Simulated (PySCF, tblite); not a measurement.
**C5H10BO2 radical, a radical with neighbours: infrared bands, interaction energy and EPR parameters**

What infrared bands, interaction energy and EPR parameters should one expect for `BC(C)[CH]C` with `O=C=O`?

Computed with tblite 0.8.0 and PySCF 2.14.0; each step states its level. No surroundings beyond the atoms listed, unless a continuum is named. Atoms count from 0, parts from 1.

### 1 Starting point

18 atoms, charge 0, multiplicity 2; geometry: rigid parts in contact. Parts: 1 = atoms 0–14, `BC(C)[CH]C`, charge 0; 2 = atoms 15–17, `O=C=O`, charge 0.

### 2 Search for minima with GFN2-xTB

Job settings and geometry (Å):

```
{"job": {"kind": "dock", "xc": "GFN2-xTB", "basis": "xTB"}, "charge": 0, "multiplicity": 2, "parts": [{"atoms": "0-14", "charge": 0, "multiplicity": 2}, {"atoms": "15-17", "charge": 0, "multiplicity": 1}]}
B     -0.161681    -1.405016     0.158328
C     -0.336905     0.083138    -0.639813
C      0.377149     0.234689    -1.951119
C      0.363732     0.143491     0.614759
C     -0.265664     0.733901     1.842418
H      0.658648    -2.139669    -0.245107
H     -1.116229    -1.829241     0.691651
H     -1.367002     0.419879    -0.647607
H      0.407669     1.288134    -2.239269
H      1.399186    -0.129315    -1.881616
H     -0.134043    -0.313688    -2.740842
H      1.442687     0.236817     0.573330
H     -0.043703     1.802395     1.896957
H     -1.345758     0.609912     1.822459
H      0.121915     0.264576     2.745470
O     -2.030058    -1.599376    -2.766544
C     -2.979893    -1.441689    -2.149460
O     -3.929792    -1.284147    -1.532408
```

With the program's defaults for keys left out, this is: GFN2-xTB search for minima from random contacts, gas phase.

Launch:

```
> OMP_NUM_THREADS=1 python cluster_run.py task.json out
```

One launch serves the whole session: the jobs run in the order shown.

Output:

```text
step      E/eV     max force
  0    -684.20861    0.166
  1    -684.20934    0.148
  2    -684.21047    0.456
  3    -684.21023    0.680
  4    -684.21200    0.155
  5    -684.21272    0.109
  6    -684.21528    0.400
  7    -684.21859    0.543
  8    -684.22276    0.456
  9    -684.22634    0.267
 10    -684.22837    0.082
 11    -684.22923    0.094
 12    -684.23034    0.114
 13    -684.23117    0.093
 14    -684.23170    0.103
 15    -684.23196    0.046
 16    -684.23240    0.038
 17    -684.23260    0.047
 18    -684.23275    0.031
 19    -684.23285    0.024
 20    -684.23294    0.028
 21    -684.23306    0.034
 22    -684.23319    0.035
 23    -684.23328    0.025
 24    -684.23334    0.019
 25    -684.23340    0.024
 26    -684.23348    0.032
 27    -684.23360    0.047
 28    -684.23375    0.042
 29    -684.23389    0.034
 30    -684.23404    0.049
 31    -684.23420    0.069
 32    -684.23442    0.078
 33    -684.23469    0.060
 34    -684.23501    0.050
 35    -684.23534    0.087
 36    -684.23568    0.116
 37    -684.23602    0.125
 38    -684.23633    0.066
 39    -684.23648    0.131
 40    -684.23672    0.040
 41    -684.23684    0.057
 42    -684.23695    0.046
 43    -684.23707    0.053
 44    -684.23718    0.026
 45    -684.23728    0.021
 46    -684.23735    0.045
 47    -684.23745    0.047
 48    -684.23757    0.048
 49    -684.23773    0.035
 50    -684.23788    0.027
 51    -684.23801    0.040
 52    -684.23814    0.041
 53    -684.23829    0.032
 54    -684.23841    0.024
 55    -684.23850    0.016
 56    -684.23856    0.016
 57    -684.23859    0.013

distinct minima (kcal/mol above the one taken): 0.00 0.40 1.44
by PBE0-D3(BJ)/def2-SVP single points: 0.00 0.45 1.91
binding energy -2.072 kcal/mol
```

It took 91 s on 1 thread of Intel Xeon at 2.70GHz, shared host.

The steps of the relaxation:

```tsv
step	energy from step 0 (eV)	largest force (eV/Å)
0	0.0000	0.1667
2	-0.0019	0.4562
4	-0.0034	0.1553
6	-0.0067	0.3993
8	-0.0141	0.4553
10	-0.0198	0.0818
12	-0.0217	0.1140
14	-0.0231	0.1035
16	-0.0238	0.0375
18	-0.0241	0.0309
20	-0.0243	0.0278
22	-0.0246	0.0354
24	-0.0247	0.0192
26	-0.0249	0.0321
28	-0.0251	0.0420
30	-0.0254	0.0496
32	-0.0258	0.0780
34	-0.0264	0.0497
36	-0.0271	0.1164
38	-0.0277	0.0652
40	-0.0281	0.0404
42	-0.0283	0.0451
44	-0.0286	0.0254
46	-0.0287	0.0454
48	-0.0290	0.0487
50	-0.0293	0.0268
52	-0.0295	0.0417
54	-0.0298	0.0239
56	-0.0299	0.0153
57	-0.0300	0.0124
```

Close pairs (by a distance rule), those that changed most:

```tsv
bond	before (Å)	after (Å)	change (Å)
B0–C1	1.698	1.699	+0.001
B0–C3	1.698	1.696	-0.001
B0–H6	1.173	1.174	+0.001
C1–H7	1.084	1.084	+0.001
B0–H5	1.173	1.172	-0.001
C1–C3	1.438	1.439	+0.000
C16–O17	1.144	1.143	-0.000
C1–C2	1.501	1.501	-0.000
```

The start already departs from the parts as drawn, at B0–C3.

Contacts between the parts in the structure taken on (a selection, picked against the atoms' radii; other short pairs can be missing):

```tsv
atoms	distance (Å)	kind (by distance and angle)	angle (°)
B0···C16	3.45	inside the van der Waals sum	–
```

Minima and a leading contact of each: 0.00 kcal/mol, B0···C16 3.45 Å (inside the van der Waals sum); 0.40 kcal/mol, H9···O17 2.60 Å (inside the van der Waals sum); 1.44 kcal/mol, C4···O17 3.47 Å (at van der Waals distance).

### 3 Harmonic vibrations: GFN2-xTB

Job settings and geometry (Å):

```
{"job": {"kind": "ir", "xc": "GFN2-xTB", "basis": "xTB"}, "charge": 0, "multiplicity": 2, "parts": [{"atoms": "0-14", "charge": 0, "multiplicity": 2}, {"atoms": "15-17", "charge": 0, "multiplicity": 1}]}
B     -0.233839    -1.379045     0.099381
C     -0.324742     0.136221    -0.664031
C      0.430244     0.284008    -1.952394
C      0.344316     0.131951     0.609509
C     -0.292705     0.715823     1.836553
H      0.562955    -2.140319    -0.300321
H     -1.224181    -1.773730     0.590432
H     -1.337562     0.523091    -0.684635
H      0.476527     1.337275    -2.238342
H      1.446498    -0.087622    -1.848104
H     -0.056991    -0.261133    -2.759170
H      1.427046     0.182200     0.597789
H     -0.045234     1.777200     1.916262
H     -1.374940     0.618803     1.795890
H      0.067637     0.219185     2.736106
O     -2.200391    -1.819426    -2.890556
C     -2.929295    -1.538833    -2.055105
O     -3.675088    -1.250862    -1.237676
```

With the program's defaults for keys left out, this is: GFN2-xTB harmonic vibrations, gas phase.

Output:

```text
mode    cm-1     km/mol
  1      17.2      0.18
  2      34.6      0.41
  3      45.0      0.96
  4      59.3      0.51
  5      67.7      1.30
  6     166.4      0.13
  7     178.2      0.29
  8     222.8      1.16
  9     283.6      3.50
 10     322.2      0.69
 11     421.9     27.94
 12     425.4      0.01
 13     502.1      0.05
 14     592.6     88.73
 15     600.2     61.63
 16     733.7     10.94
 17     776.9      9.73
 18     814.1     32.12
 19     899.8      0.22
 20     910.0     34.47
 21     941.7      9.74
 22     987.6     33.04
 23    1033.0     43.43
 24    1073.9      4.89
 25    1111.7     10.24
 26    1151.6      0.02
 27    1185.0     60.53
 28    1233.0     15.05
 29    1265.1     21.23
 30    1402.3      1.12
 31    1405.1      6.28
 32    1424.2      0.31
 33    1453.2      0.30
 34    1478.6      4.59
 35    1481.5      5.23
 36    1489.8      3.38
 37    1495.6      2.43
 38    2592.4    791.36
 39    2605.5    164.57
 40    2635.7    248.35
 41    2963.4     24.42
 42    2967.7     39.67
 43    3018.7     26.57
 44    3021.0     11.30
 45    3023.6     12.42
 46    3029.7     24.02
 47    3042.1     11.72
 48    3046.2     98.26
```

Run time: 2.3 s. Hardware: 1 thread of Intel Xeon at 2.70GHz, shared host; peak memory 0.29 GiB.

The strongest bands and the atoms that carry them:

```tsv
cm⁻¹	km/mol	atoms
593	88.7	C16 72 %, O15 14 %, O17 14 %
600	61.6	C16 73 %, O15 14 %, O17 14 %
2592	791.4	C16 70 %, O17 13 %, O15 13 %
2606	164.6	H6 66 %, H5 28 %
2636	248.3	H5 64 %, H6 23 %, B0 11 %
3046	98.3	H9 60 %, H13 15 %
```

Strongest bands of the parts alone (cm⁻¹, km/mol): part 1: 2607 (133), 2634 (171), 3046 (121); part 2: 601 (69), 601 (69), 2595 (1047).

On forming the cluster at 298.15 K and 1 atm (harmonic, kcal/mol): zero-point energy +0.37, all enthalpy terms beyond the electronic energy +0.94, −TΔS +7.41.

### 4 Interaction energy: PBE0-D3(BJ)/def2-SVPD

Settings changed since step 3:

```diff
@@ -1,2 +1,2 @@
-{"job": {"kind": "ir", "xc": "GFN2-xTB", "basis": "xTB"}, "charge": 0, "multiplicity": 2, "parts": [{"atoms": "0-14", "charge": 0, "multiplicity": 2}, {"atoms": "15-17", "charge": 0, "multiplicity": 1}]}
+{"job": {"kind": "inter", "xc": "PBE0", "basis": "def2-SVPD", "disp": "d3bj", "pairs": false}, "charge": 0, "multiplicity": 2, "parts": [{"atoms": "0-14", "charge": 0, "multiplicity": 2}, {"atoms": "15-17", "charge": 0, "multiplicity": 1}]}
 B     -0.233839    -1.379045     0.099381
```

Level: PBE0-D3(BJ)/def2-SVPD interaction energy, counterpoise and uncorrected, gas phase.

Output:

```text
part 1, own basis, geometry of the cluster
coarse grid: 11632 points
cycle   1  E = -182.8082084166  dE =  3.534e-01  |g| = 2.253e-01  |ddm| = 4.244e+00
cycle   2  E = -182.8152718270  dE = -7.063e-03  |g| = 2.172e-01  |ddm| = 8.657e-01
cycle   3  E = -182.8417370471  dE = -2.647e-02  |g| = 2.076e-02  |ddm| = 4.059e-01
cycle   4  E = -182.8419393945  dE = -2.023e-04  |g| = 1.287e-02  |ddm| = 7.405e-02
cycle   5  E = -182.8420323957  dE = -9.300e-05  |g| = 2.524e-03  |ddm| = 2.782e-02
cycle   6  E = -182.8420364090  dE = -4.013e-06  |g| = 6.380e-04  |ddm| = 9.298e-03
final grid: 109760 points
cycle   7  E = -182.8704774694  dE = -4.015e-05  |g| = 5.284e-03  |ddm| = 9.183e-02
cycle   8  E = -182.8704745873  dE =  2.882e-06  |g| = 5.822e-03  |ddm| = 1.907e-02
cycle   9  E = -182.8704931072  dE = -1.852e-05  |g| = 3.604e-04  |ddm| = 9.471e-03
cycle  10  E = -182.8704931768  dE = -6.956e-08  |g| = 1.301e-04  |ddm| = 9.166e-04
cycle  11  E = -182.8704931866  dE = -9.872e-09  |g| = 3.113e-05  |ddm| = 3.084e-04
cycle  12  E = -182.8704931875  dE = -8.576e-10  |g| = 1.505e-05  |ddm| = 1.087e-04
converged SCF energy = -182.8704931875

part 2, own basis, geometry of the cluster
coarse grid: 3264 points
cycle   1  E = -188.1022122588  dE =  6.771e-01  |g| = 7.873e-01  |ddm| = 2.445e+00
cycle   2  E = -187.9110380022  dE =  1.912e-01  |g| = 1.316e+00  |ddm| = 1.569e+00
cycle   3  E = -188.2163287200  dE = -3.053e-01  |g| = 1.576e-02  |ddm| = 1.036e+00
cycle   4  E = -188.2163724354  dE = -4.372e-05  |g| = 5.927e-03  |ddm| = 3.559e-02
cycle   5  E = -188.2163793659  dE = -6.931e-06  |g| = 2.034e-03  |ddm| = 7.369e-03
final grid: 33624 points
cycle   6  E = -188.2554216924  dE =  6.036e-06  |g| = 1.200e-02  |ddm| = 3.392e-02
cycle   7  E = -188.2553764876  dE =  4.520e-05  |g| = 2.001e-02  |ddm| = 2.280e-02
cycle   8  E = -188.2554459386  dE = -6.945e-05  |g| = 2.042e-03  |ddm| = 1.476e-02
cycle   9  E = -188.2554466995  dE = -7.609e-07  |g| = 4.331e-04  |ddm| = 1.689e-03
cycle  10  E = -188.2554467367  dE = -3.722e-08  |g| = 3.062e-05  |ddm| = 3.563e-04
cycle  11  E = -188.2554467368  dE = -1.787e-10  |g| = 2.475e-06  |ddm| = 2.938e-05
converged SCF energy = -188.2554467368

part 1, own basis, relaxed alone
coarse grid: 11632 points
cycle   1  E = -182.8079899154  dE =  3.537e-01  |g| = 2.253e-01  |ddm| = 4.251e+00
cycle   2  E = -182.8150559934  dE = -7.066e-03  |g| = 2.172e-01  |ddm| = 8.663e-01
cycle   3  E = -182.8415360391  dE = -2.648e-02  |g| = 2.075e-02  |ddm| = 4.057e-01
cycle   4  E = -182.8417382237  dE = -2.022e-04  |g| = 1.286e-02  |ddm| = 7.400e-02
cycle   5  E = -182.8418311750  dE = -9.295e-05  |g| = 2.508e-03  |ddm| = 2.785e-02
cycle   6  E = -182.8418351580  dE = -3.983e-06  |g| = 6.177e-04  |ddm| = 9.275e-03
final grid: 109760 points
cycle   7  E = -182.8705147114  dE = -4.183e-05  |g| = 5.331e-03  |ddm| = 8.720e-02
cycle   8  E = -182.8705118692  dE =  2.842e-06  |g| = 5.860e-03  |ddm| = 1.929e-02
cycle   9  E = -182.8705306101  dE = -1.874e-05  |g| = 3.612e-04  |ddm| = 9.498e-03
cycle  10  E = -182.8705306799  dE = -6.979e-08  |g| = 1.325e-04  |ddm| = 9.348e-04
cycle  11  E = -182.8705306901  dE = -1.021e-08  |g| = 3.116e-05  |ddm| = 3.142e-04
cycle  12  E = -182.8705306910  dE = -8.733e-10  |g| = 1.474e-05  |ddm| = 1.068e-04
converged SCF energy = -182.8705306910

part 2, own basis, relaxed alone
coarse grid: 3264 points
cycle   1  E = -188.1022156344  dE =  6.767e-01  |g| = 7.874e-01  |ddm| = 2.445e+00
cycle   2  E = -187.9109184640  dE =  1.913e-01  |g| = 1.317e+00  |ddm| = 1.570e+00
cycle   3  E = -188.2163610394  dE = -3.054e-01  |g| = 1.576e-02  |ddm| = 1.037e+00
cycle   4  E = -188.2164048804  dE = -4.384e-05  |g| = 5.851e-03  |ddm| = 3.560e-02
cycle   5  E = -188.2164120185  dE = -7.138e-06  |g| = 1.462e-03  |ddm| = 7.214e-03
final grid: 33624 points
cycle   6  E = -188.2554869787  dE =  4.076e-06  |g| = 1.141e-02  |ddm| = 3.327e-02
cycle   7  E = -188.2554520785  dE =  3.490e-05  |g| = 1.823e-02  |ddm| = 2.117e-02
cycle   8  E = -188.2555093360  dE = -5.726e-05  |g| = 5.528e-04  |ddm| = 1.328e-02
cycle   9  E = -188.2555094010  dE = -6.499e-08  |g| = 9.920e-05  |ddm| = 5.743e-04
cycle  10  E = -188.2555094019  dE = -8.678e-10  |g| = 7.275e-05  |ddm| = 1.160e-04
cycle  11  E = -188.2555094029  dE = -1.011e-09  |g| = 2.299e-06  |ddm| = 5.296e-05
cycle  12  E = -188.2555094029  dE = -2.103e-12  |g| = 1.452e-07  |ddm| = 3.159e-06
converged SCF energy = -188.2555094029

cluster
final grid: 143384 points
cycle   1  E = -371.1271761083  dE = -1.759e-03  |g| = 1.092e-02  |ddm| = 1.157e+00
cycle   2  E = -371.1271586762  dE =  1.743e-05  |g| = 1.319e-02  |ddm| = 8.010e-02
cycle   3  E = -371.1272439617  dE = -8.529e-05  |g| = 2.857e-03  |ddm| = 2.970e-02
cycle   4  E = -371.1272470289  dE = -3.067e-06  |g| = 1.204e-03  |ddm| = 4.903e-03
cycle   5  E = -371.1272475426  dE = -5.137e-07  |g| = 4.967e-04  |ddm| = 1.782e-03
cycle   6  E = -371.1272476620  dE = -1.194e-07  |g| = 1.305e-04  |ddm| = 1.175e-03
cycle   7  E = -371.1272476749  dE = -1.290e-08  |g| = 6.016e-05  |ddm| = 4.064e-04
cycle   8  E = -371.1272476793  dE = -4.378e-09  |g| = 3.109e-05  |ddm| = 2.388e-04
cycle   9  E = -371.1272476806  dE = -1.346e-09  |g| = 1.497e-05  |ddm| = 1.428e-04
cycle  10  E = -371.1272476808  dE = -2.062e-10  |g| = 5.936e-06  |ddm| = 5.590e-05
converged SCF energy = -371.1272476808

part 1 in the basis of the cluster
final grid: 143384 points
cycle   1  E = -182.8708844053  dE = -3.907e-04  |g| = 7.225e-04  |ddm| = 9.016e-01
cycle   2  E = -182.8708849396  dE = -5.344e-07  |g| = 1.757e-04  |ddm| = 3.629e-02
cycle   3  E = -182.8708849339  dE =  5.694e-09  |g| = 2.130e-04  |ddm| = 2.109e-03
cycle   4  E = -182.8708849578  dE = -2.381e-08  |g| = 2.676e-05  |ddm| = 4.731e-04
cycle   5  E = -182.8708849581  dE = -3.547e-10  |g| = 5.070e-06  |ddm| = 6.472e-05
converged SCF energy = -182.8708849581

part 2 in the basis of the cluster
final grid: 143384 points
cycle   1  E = -188.2558689608  dE = -4.201e-04  |g| = 1.153e-03  |ddm| = 8.462e-01
cycle   2  E = -188.2558695651  dE = -6.044e-07  |g| = 4.154e-04  |ddm| = 3.358e-02
cycle   3  E = -188.2558695553  dE =  9.863e-09  |g| = 4.916e-04  |ddm| = 1.492e-03
cycle   4  E = -188.2558695976  dE = -4.233e-08  |g| = 5.823e-05  |ddm| = 4.793e-04
cycle   5  E = -188.2558695979  dE = -3.439e-10  |g| = 3.938e-05  |ddm| = 7.747e-05
cycle   6  E = -188.2558695982  dE = -2.938e-10  |g| = 2.554e-06  |ddm| = 3.282e-05
converged SCF energy = -188.2558695982

Interaction energy (kcal/mol)
  counterpoise       -1.921
  uncorrected        -2.430
  dispersion part    -1.611
  deformation         0.062
  binding            -1.859

Decomposition of the uncorrected value (kcal/mol)
  electrostatic      -1.609
  Pauli               1.939
  orbital            -1.148
  dispersion         -1.611

Charge of each part in the cluster: 0.001 -0.001
```

Run time: 4.1 min. Hardware: 1 thread of Intel Xeon at 2.70GHz, shared host; peak memory 0.83 GiB.

Contacts at this geometry (a selection, picked against the atoms' radii; other short pairs can be missing):

```tsv
atoms	distance (Å)	kind (by distance and angle)	angle (°)
B0···C16	3.45	inside the van der Waals sum	–
```

The decomposition goes in steps from the parts' own densities: electrostatics between them unchanged, then the rise on making their orbitals orthogonal (called Pauli here; it holds the exchange-correlation between the parts too, so it can be small or negative at long range), then orbital relaxation, then the dispersion term. Charges of the parts share the cluster's density out in proportion to the parts' own densities.

The SCF energies in the log hold no dispersion term; the tabulated energies do.

The parts:

```tsv
part	SMILES	deformation (kcal/mol)	HOMO alone (eV)	charge in the cluster (e)
1	BC(C)[CH]C	0.02	-6.58	0.001
2	O=C=O	0.04	-10.84	-0.001
```

### 5 EPR parameters: B3LYP/pcH-1

Settings changed since step 4:

```diff
@@ -1,2 +1,2 @@
-{"job": {"kind": "inter", "xc": "PBE0", "basis": "def2-SVPD", "disp": "d3bj", "pairs": false}, "charge": 0, "multiplicity": 2, "parts": [{"atoms": "0-14", "charge": 0, "multiplicity": 2}, {"atoms": "15-17", "charge": 0, "multiplicity": 1}]}
+{"job": {"kind": "epr", "basis": "pcH-1"}, "charge": 0, "multiplicity": 2, "parts": [{"atoms": "0-14", "charge": 0, "multiplicity": 2}, {"atoms": "15-17", "charge": 0, "multiplicity": 1}]}
 B     -0.233839    -1.379045     0.099381
```

Method: UKS B3LYP, pcH-1 on B C H O, non-relativistic, mean-field spin-orbit, GIAO.

Output:

```text
UKS, coarse grid
  cycle   1  E = -371.67000107  |g| = 6.95e-01
  cycle   2  E = -371.39643345  |g| = 1.15e+00
  cycle   3  E = -371.84912892  |g| = 7.25e-02
  cycle   4  E = -371.85121900  |g| = 3.57e-02
  cycle   5  E = -371.85180456  |g| = 6.55e-03
  cycle   6  E = -371.85182046  |g| = 3.75e-03
  cycle   7  E = -371.85182562  |g| = 1.80e-03
  cycle   8  E = -371.85182579  |g| = 5.80e-04
UKS, final grid
  cycle   1  E = -371.85181153  |g| = 1.21e-03
  cycle   2  E = -371.85180905  |g| = 2.89e-03
  cycle   3  E = -371.85181206  |g| = 2.20e-04
  cycle   4  E = -371.85181208  |g| = 3.15e-05
  cycle   5  E = -371.85181208  |g| = 1.70e-05
E = -371.85181208 Eh   <S^2> = 0.7519 (exact 0.7500)
g shifts (ppm)      1          2          3
  rmc          -127       -127       -127
  gc            -10         11         27
  oz_so         203        720       1923
  total          66        603       1823
hyperfine (MHz)  atom isotope    a_iso     a_fc   dipolar eigenvalues
    0   11B       8.61       8.61    -29.65    -25.93     55.58
    1   13C      29.33      29.33    -26.34    -24.81     51.16
    2   13C      10.31      10.31     -3.12     -2.75      5.87
    3   13C      29.43      29.43    -26.56    -25.06     51.61
    4   13C      10.73      10.73     -3.06     -2.75      5.81
    5    1H     -26.49     -26.49    -14.67     -1.40     16.06
    6    1H     -26.18     -26.18    -14.70     -1.40     16.11
    7    1H      21.70      21.70    -13.07     -1.51     14.59
    8    1H      69.14      69.14     -3.29     -0.95      4.24
    9    1H       7.03       7.03     -3.64     -2.68      6.32
   10    1H       8.50       8.50     -4.13     -2.73      6.86
   11    1H      20.66      20.66    -13.17     -1.56     14.73
   12    1H      69.76      69.76     -3.26     -0.97      4.24
   13    1H       9.31       9.31     -3.69     -2.78      6.47
   14    1H       6.71       6.71     -4.11     -2.72      6.82
   15   17O      -1.25      -1.25     -1.08      0.49      0.59
   16   13C      -0.08      -0.08     -0.45     -0.40      0.85
   17   17O      -0.42      -0.42     -0.55      0.27      0.28

== part 1 alone, relaxed ==
UKS, coarse grid
  cycle   1  E = -183.20740814  |g| = 2.80e-01
  cycle   2  E = -183.20450325  |g| = 3.00e-01
  cycle   3  E = -183.25315228  |g| = 2.71e-02
  cycle   4  E = -183.25343330  |g| = 1.70e-02
  cycle   5  E = -183.25358543  |g| = 2.88e-03
  cycle   6  E = -183.25358919  |g| = 8.24e-04
UKS, final grid
  cycle   1  E = -183.25360176  |g| = 8.87e-04
  cycle   2  E = -183.25360159  |g| = 1.09e-03
  cycle   3  E = -183.25360219  |g| = 5.43e-05
  cycle   4  E = -183.25360219  |g| = 3.50e-05
  cycle   5  E = -183.25360219  |g| = 1.25e-05
E = -183.25360219 Eh   <S^2> = 0.7519 (exact 0.7500)
g shifts (ppm)      1          2          3
  rmc          -127       -127       -127
  gc            -10          4         23
  oz_so         229        731       1924
  total          92        608       1820
hyperfine (MHz)  atom isotope    a_iso     a_fc   dipolar eigenvalues
    0   11B       8.54       8.54    -29.61    -25.85     55.46
    1   13C      30.59      30.59    -26.70    -25.18     51.88
    2   13C      10.40      10.40     -3.02     -2.69      5.71
    3   13C      30.59      30.59    -26.65    -25.13     51.78
    4   13C      10.61      10.61     -3.05     -2.70      5.75
    5    1H     -26.66     -26.66    -14.66     -1.39     16.05
    6    1H     -26.65     -26.65    -14.66     -1.40     16.05
    7    1H      20.67      20.67    -13.28     -1.48     14.77
    8    1H      68.60      68.60     -3.25     -0.98      4.23
    9    1H       8.85       8.85     -3.66     -2.77      6.43
   10    1H       6.91       6.91     -4.10     -2.73      6.82
   11    1H      20.59      20.59    -13.24     -1.51     14.75
   12    1H      68.60      68.60     -3.26     -0.98      4.24
   13    1H       8.39       8.39     -3.66     -2.75      6.41
   14    1H       7.26       7.26     -4.11     -2.74      6.85
```

Run time: 3 min. Hardware: 1 thread of Intel Xeon at 2.70GHz, shared host; peak memory 1.1 GiB.

Principal g values 2.00239, 2.00292, 2.00414; g(iso) = 2.00315, against 2.00232 for a free electron.

Hyperfine couplings, nucleus by nucleus at this fixed geometry (no averaging over rotations):

```tsv
nuclei	isotope	a(iso) (MHz)	a(iso) (G, at g = 2.0023)	largest dipolar term (MHz)
H12	1H	69.8	24.9	4.2
H8	1H	69.1	24.7	4.2
C3	13C	29.4	10.5	51.6
C1	13C	29.3	10.5	51.2
H5	1H	-26.5	-9.5	16.1
H6	1H	-26.2	-9.3	16.1
H7	1H	21.7	7.7	14.6
H11	1H	20.7	7.4	14.7
C4	13C	10.7	3.8	5.8
C2	13C	10.3	3.7	5.9
H13	1H	9.3	3.3	6.5
B0	11B	8.6	3.1	55.6
H10	1H	8.5	3.0	6.9
H9	1H	7.0	2.5	6.3
```

Mulliken spin populations:

B0 0.46; C1 0.27; C2 -0.01; C3 0.27; C4 -0.01; H5 -0.03; H6 -0.03; H7 0.00; H8 0.03; H9 0.00; H10 0.00; H11 0.00; H12 0.03; H13 0.00; H14 0.00; O15 0.00; C16 0.00; O17 0.00

In first order the couplings over 0.8 MHz of 1H, 11B give 3391 distinct lines over 104.0 G.

Against the parts alone, each relaxed by itself:

```tsv
part	g(iso) alone	in the cluster
1	2.00316	2.00315
```

(Part 1 of 2 ends here.)
